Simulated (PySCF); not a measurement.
# C2H7BF2Si: the cost of one run

Programs: PySCF 2.14.0, with density-fitted response routines of our own. Each step states its level of theory. These are calculated values for one molecule in the gas phase, unless marked as measured. Atoms count from 0, in the outputs and in this text.

## 1. Starting geometry

13 atoms, charge 0, multiplicity 1; geometry from: GFN2-xTB. The atoms were then displaced at random by about 0.01 Å, so the start is not that level's minimum.

Bonds of the start (Å): F0–B1 1.30, B1–F2 1.33, B1–C3 1.59, C3–C4 1.51, C4–Si5 1.91, C3–H6 1.09, C3–H7 1.11, C4–H8 1.07, C4–H9 1.09, Si5–H10 1.45, Si5–H11 1.48, Si5–H12 1.47.

## 2. Geometry optimisation at PBE0-D3(BJ)/def2-SVP

What the job is given:

```
{"job": {"xc": "PBE0", "basis": "def2-SVP", "d3": "d3bj", "grid": 1, "shake": 0.01, "kind": "geom"}, "charge": 0, "multiplicity": 1}
F     -1.464240     1.644650    -0.579230
B     -1.719120     0.656010     0.230350
F     -2.726870     0.879780     1.065040
C     -0.888650    -0.698140     0.191350
C      0.367290    -0.672520    -0.641830
Si     1.702520     0.466720     0.117550
H     -0.693870    -1.029530     1.215140
H     -1.577860    -1.461040    -0.217390
H      0.131950    -0.323350    -1.621950
H      0.753900    -1.685020    -0.715930
H      2.877970     0.401680    -0.735560
H      2.046320    -0.043800     1.462590
H      1.196480     1.847670     0.219550
```

The run is started by

```bash
$ OMP_NUM_THREADS=1 python probes_run.py task.json out
```

The driver reads the jobs from task.json and runs them one after another.

**Question.** How long does this first job take on 1 thread of Arm Neoverse V1, shared host, and how much memory does it need?

About 1.8 min, with a peak of 0.53 GiB.
